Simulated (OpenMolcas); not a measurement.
# One shape, several levels: CH5GaO (SMILES C[O][GaH2])

We compute a comparison of 6 runs (HF/3-21G, HF/cc-pVDZ, B3LYP/6-31G*, B3LYP/cc-pVDZ, r2SCAN/cc-pVDZ, MP2/cc-pVDZ) of CH5GaO. 

The calculation is run with OpenMolcas 26.06.

1 further run of the same task is left out (set aside as unsound or not needed).

## (1) The molecule

CH5GaO has 8 atoms, charge 0, and is taken as a singlet. SMILES: `C[O][GaH2]`. The coordinates come from a PBE0-D4/def2-TZVP relaxation.

Bond lengths: C1–O2 1.402 Å, O2–Ga3 1.782 Å, C1–H4 1.096 Å, C1–H5 1.099 Å, C1–H6 1.096 Å, Ga3–H7 1.565 Å, Ga3–H8 1.555 Å. Angles: C1–O2–Ga3 123.8°, O2–C1–H4 110.0°, O2–C1–H5 113.2°, O2–C1–H6 110.0°, O2–Ga3–H7 115.8°, O2–Ga3–H8 113.9°, H4–C1–H5 107.8°, H4–C1–H6 107.8°, H5–C1–H6 107.8°, H7–Ga3–H8 130.3°.

## (2) Energy and forces at HF/3-21G (run 1)

File job.input:

```
* CH5GaO Hartree-Fock

&GATEWAY
 BasLib = $CurrDir
 Coord
 8
 angstrom
 C       -0.616800       0.972600      -0.422900
 O       -0.705300      -0.273500       0.213500
 Ga       0.703200      -1.302000       0.579300
 H       -1.200200       0.962000      -1.350600
 H        0.414200       1.256200      -0.676600
 H       -1.030600       1.754200       0.224300
 H        2.093900      -0.732800       0.142900
 H        0.341700      -2.636700       1.290100
 Basis = 3-21G
 Group = NoSym

&SEWARD

&SCF
 Thresholds = 1e-10 1e-07 1e-07 1e-05
 PrOrbitals = 0

&ALASKA
```

The basis set 3-21G is read from a file made from the Basis Set Exchange's data (not shown).

On the command line:

```bash
$ export MOLCAS_MEM=1860
$ pymolcas job.input > job.log
```

The log of the run:

```text
--- Start Module: gateway ---
[...]
--- Stop Module: gateway /rc=_RC_ALL_IS_WELL_ ---
[...]
      Basis functions           50
[...]
--- Start Module: scf ---
[...]
       Convergence after  12 Iterations
[...]
::    Total SCF energy                              -2028.8450058771
[...]
      Total spin, S                                     0.0000000000
[...]
      Total electronic charge=   50.000000
      Total            charge=   -0.000000
[...]
      Dipole Moment (debye):
      Origin of the operator (angstrom)=    0.2983   -0.8026    0.3717
                   X=  1.5291E+00               Y=  4.1485E-01               Z= -3.7336E-01           Total=  1.6278E+00
      Quadrupole Moment (debye*angstrom):
[...]
--- Stop Module: scf /rc=_RC_ALL_IS_WELL_ ---
--- Start Module: alaska ---
[...]
 *              Molecular gradients               *
 **************************************************
  Irreducible representation: a
 ------------------------------------------------------------------------------------------
                              X                       Y                       Z
 ------------------------------------------------------------------------------------------
  C1                8.20935528012479E-03   -2.31037039676298E-02    1.07614013005226E-02
  O2               -3.16429087323797E-02    3.04406884927637E-02   -1.19045921945178E-02
  GA3               3.08807009350467E-02   -1.34639736251820E-02    3.44717003729578E-03
  H4               -4.46218986571068E-03   -2.21646600766001E-03   -5.86997034376102E-03
  H5                6.53527604302484E-03    3.72228667088637E-04   -8.92057631740828E-04
  H6               -3.18247598117916E-03    3.69776176906456E-03    5.92398649929904E-03
  H7               -3.37382421906707E-03    7.28964239633090E-04   -3.05152361024241E-06
  H8               -2.96393345981283E-03    3.54450043201915E-03   -1.46288614351020E-03
[...]
--- Stop Module: alaska /rc=_RC_ALL_IS_WELL_ ---
[...]
```

It took 1.9 s on 1 thread of Intel Xeon 6975P-C (Granite Rapids), shared host; peak memory 0.38 GiB.

## (3) Energy and gradient at HF/cc-pVDZ (run 2)

File input.xyz:

```xyz
8

C     -0.616800     0.972600    -0.422900
O     -0.705300    -0.273500     0.213500
Ga     0.703200    -1.302000     0.579300
H     -1.200200     0.962000    -1.350600
H      0.414200     1.256200    -0.676600
H     -1.030600     1.754200     0.224300
H      2.093900    -0.732800     0.142900
H      0.341700    -2.636700     1.290100
```

File run.inp:

```
* CH5GaO Hartree-Fock
&GATEWAY
BasLib = $CurrDir
Coord = input.xyz
Basis = cc-pVDZ
Group = NoSym
&SEWARD
&SCF
Thresholds = 1e-10 1e-07 1e-07 1e-05
PrOrbitals = 1 2
&ALASKA
```

The basis set cc-pVDZ is read from a file made from the Basis Set Exchange's data (not shown).

On the command line:

```bash
$ export MOLCAS_MEM=1860
$ pymolcas run.inp > run.log
```

The log of the run:

```text
--- Start Module: gateway ---
[...]
--- Stop Module: gateway /rc=_RC_ALL_IS_WELL_ ---
[...]
      Basis functions           80
[...]
--- Start Module: scf ---
[...]
       Convergence after  12 Iterations
[...]
::    Total SCF energy                              -2038.8572529830
[...]
      Total spin, S                                     0.0000000000
[...]
      Total electronic charge=   50.000000
      Total            charge=   -0.000000
[...]
      Dipole Moment (debye):
      Origin of the operator (angstrom)=    0.2983   -0.8026    0.3717
                   X=  1.3760E+00               Y=  2.0523E-01               Z= -2.5142E-01           Total=  1.4137E+00
      Quadrupole Moment (debye*angstrom):
[...]
--- Stop Module: scf /rc=_RC_ALL_IS_WELL_ ---
[...]
--- Start Module: alaska ---
[...]
 *              Molecular gradients               *
 **************************************************
  Irreducible representation: a
 ------------------------------------------------------------------------------------------
                              X                       Y                       Z
 ------------------------------------------------------------------------------------------
  C1                4.61642574425358E-03    1.91003398305245E-03   -1.43333937818824E-03
  O2               -2.85353411813816E-03   -7.81542118154022E-03    4.24100623977475E-03
  GA3               1.04565076991392E-03    1.73035337635596E-03   -9.85241238746326E-04
  H4               -8.75822772968160E-04   -2.33424009519756E-04   -1.14763256669548E-03
  H5                1.41900929077554E-03    6.54779639744696E-04   -4.83255444508668E-04
  H6               -6.35259983276404E-04    8.22429487236764E-04    9.88549243779779E-04
  H7               -1.53775289073366E-03    9.77644645953291E-04   -3.25936316022624E-04
  H8               -1.17871603969233E-03    1.95360405870826E-03   -8.54150539373322E-04
[...]
--- Stop Module: alaska /rc=_RC_ALL_IS_WELL_ ---
[...]
```

Wall time 6 s (1 thread of Intel Xeon 6975P-C (Granite Rapids), shared host); peak memory 0.45 GiB.

Runs 3 to 4 aren't shown in full; the table further down has their settings and results.

## (4) Energy and gradient at r2SCAN/cc-pVDZ (run 5)

File job.input:

```
>>> EXPORT MOLCAS_PRINT=2

&GATEWAY
  BasLib
  $CurrDir
  Coord
  8
  angstrom
  C       -0.616800       0.972600      -0.422900
  O       -0.705300      -0.273500       0.213500
  Ga       0.703200      -1.302000       0.579300
  H       -1.200200       0.962000      -1.350600
  H        0.414200       1.256200      -0.676600
  H       -1.030600       1.754200       0.224300
  H        2.093900      -0.732800       0.142900
  H        0.341700      -2.636700       1.290100
  Basis
  cc-pVDZ
  Group
  NoSym

&SEWARD
  GridInput
  Grid=UltraFine
  End of Grid

&SCF
  KSDFT
  2
  1.0 MGGA_X_R2SCAN
  1.0 MGGA_C_R2SCAN
  Thresholds
  1e-10 1e-07 1e-07 1e-05
  PrOrbitals
  0

&ALASKA
```

The basis set cc-pVDZ is read from a file made from the Basis Set Exchange's data (not shown).

On the command line:

```bash
$ export MOLCAS_MEM=1860
$ pymolcas job.input > job.log
```

The log of the run:

```text
--- Start Module: gateway ---
[...]
--- Stop Module: gateway /rc=_RC_ALL_IS_WELL_ ---
[...]
      Basis functions           80
[...]
--- Start Module: scf ---
[...]
       Convergence after  16 Iterations
[...]
::    Total KS-DFT energy                           -2041.0765141037
[...]
      Total spin, S                                     0.0000000000
[...]
      Total electronic charge=   50.000000
      Total            charge=   -0.000000
[...]
      Dipole Moment (debye):
      Origin of the operator (angstrom)=    0.2983   -0.8026    0.3717
                   X=  9.2123E-01               Y=  4.0198E-01               Z= -3.0141E-01           Total=  1.0493E+00
      Quadrupole Moment (debye*angstrom):
[...]
--- Stop Module: scf /rc=_RC_ALL_IS_WELL_ ---
[...]
--- Start Module: alaska ---
[...]
 *              Molecular gradients               *
 **************************************************
  Irreducible representation: a
 ------------------------------------------------------------------------------------------
                              X                       Y                       Z
 ------------------------------------------------------------------------------------------
  C1               -1.14313925964904E-03   -1.47104858992719E-03    8.88169049116705E-04
  O2                6.55960626607310E-03    4.38556924198252E-03   -2.91213003605273E-03
  GA3              -6.90291536540144E-03    4.87922088181847E-03   -1.71322360957671E-03
  H4                3.58298084237285E-03   -9.40490781921044E-05    5.21745044033217E-03
  H5               -5.85185573861491E-03   -2.17560779330883E-03    1.72379984530102E-03
  H6                2.64572393070228E-03   -4.53826755882947E-03   -3.58280778801490E-03
  H7                5.92120679336006E-04    1.27283732927808E-04   -1.28037877260345E-04
  H8                5.17478645323255E-04   -1.11310083639626E-03    5.06779976130467E-04
[...]
--- Stop Module: alaska /rc=_RC_ALL_IS_WELL_ ---
[...]
```

It took 32 s on 1 thread of Intel Xeon 6975P-C (Granite Rapids), shared host; peak memory 0.45 GiB.

## (5) The energy at MP2/cc-pVDZ (run 6)

File test.inp:

```
&GATEWAY
 BasLib=$CurrDir
 BasisSet
 C.cc-pVDZ....
 C1 -0.616800 0.972600 -0.422900 angstrom
 End of Basis
 BasisSet
 O.cc-pVDZ....
 O2 -0.705300 -0.273500 0.213500 angstrom
 End of Basis
 BasisSet
 Ga.cc-pVDZ....
 Ga3 0.703200 -1.302000 0.579300 angstrom
 End of Basis
 BasisSet
 H.cc-pVDZ....
 H4 -1.200200 0.962000 -1.350600 angstrom
 H5 0.414200 1.256200 -0.676600 angstrom
 H6 -1.030600 1.754200 0.224300 angstrom
 H7 2.093900 -0.732800 0.142900 angstrom
 H8 0.341700 -2.636700 1.290100 angstrom
 End of Basis

&SEWARD

&SCF
 Thresholds=1e-10 1e-07 1e-07 1e-05
 PrOrbitals=1 1

&MBPT2
 Frozen=11
```

The basis set cc-pVDZ is read from a file made from the Basis Set Exchange's data (not shown).

On the command line:

```bash
$ export MOLCAS_MEM=1860
$ pymolcas test.inp > test.log
```

The log of the run:

```text
--- Start Module: gateway ---
[...]
--- Stop Module: gateway /rc=_RC_ALL_IS_WELL_ ---
[...]
      Basis functions           80
[...]
--- Start Module: scf ---
[...]
       Convergence after  13 Iterations
[...]
::    Total SCF energy                              -2038.8572529831
[...]
      Total spin, S                                     0.0000000000
[...]
      Total electronic charge=   50.000000
      Total            charge=   -0.000000
[...]
      Dipole Moment (debye):
      Origin of the operator (angstrom)=    0.2983   -0.8026    0.3717
                   X=  1.3760E+00               Y=  2.0523E-01               Z= -2.5142E-01           Total=  1.4137E+00
      Quadrupole Moment (debye*angstrom):
[...]
--- Stop Module: scf /rc=_RC_ALL_IS_WELL_ ---
[...]
--- Start Module: mbpt2 ---
[...]
WARNING!
Default frozen orbitals as non valence orbitals is overwritten by user input.
Default values:  16
[...]
       Reference weight ( Cref**2 )         =        0.87980
::    Total MBPT2 energy                            -2039.2789951054
[...]
      Total MBPT2 calculations                           0.16      0.18
--- Stop Module: mbpt2 /rc=_RC_ALL_IS_WELL_ ---
[...]
```

Run time: 4.2 s. Hardware: 1 thread of Intel Xeon 6975P-C (Granite Rapids), shared host; peak memory 0.45 GiB.

## (6) All runs side by side

| run | level | Cartesian functions | integration grid | energy (Eh) | dipole moment (D) of the reference | HOMO energy (eV) | LUMO energy (eV) | wall time |
| --- | --- | --- | --- | --- | --- | --- | --- | --- |
| 1 | HF/3-21G | no | – | -2028.845006 | 1.63 | -11.14 | 1.57 | 1.9 s |
| 2 | HF/cc-pVDZ | no | – | -2038.857253 | 1.41 | -11.50 | 1.56 | 6 s |
| 3 | B3LYP/6-31G* (Cartesian functions) | yes | UltraFine | -2040.960769 | 1.14 | -7.45 | -1.39 | 20 s |
| 4 | B3LYP/cc-pVDZ | no | UltraFine | -2041.207507 | 1.07 | -7.46 | -1.38 | 22 s |
| 5 | r2SCAN/cc-pVDZ | no | UltraFine | -2041.076514 | 1.05 | -6.55 | -1.60 | 32 s |
| 6 | MP2/cc-pVDZ | no | – | -2039.278995 | 1.41 | -11.50 | 1.56 | 4.2 s |

## (7) Outcome

| quantity | value |
| --- | --- |
| run 6: total energy | -2039.27900 Eh |
| run 6: dipole moment (mean-field density) | 1.41 D |
| run 6: HOMO energy (Hartree–Fock orbitals) | -11.50 eV |
| run 6: LUMO energy (Hartree–Fock orbitals) | 1.56 eV |
| run 6: HOMO–LUMO gap (Hartree–Fock orbitals) | 13.06 eV |
| run 6: correlation energy (11 core orbitals frozen) | -421.7 mEh |

In words: Over runs 1, 2, 3, 4, 5 the dipole moment (its size) runs from 1.05 D (r2SCAN/cc-pVDZ) to 1.63 D (HF/3-21G). The two ends differ in method and basis. Over runs 1, 2, 3, 4, 5 the HOMO–LUMO gap runs from 4.95 eV (r2SCAN/cc-pVDZ) to 13.06 eV (HF/cc-pVDZ). Exact exchange widens orbital gaps. Totals of different functionals can't be ranked against each other. All runs together took 86 s, the longest 32 s.
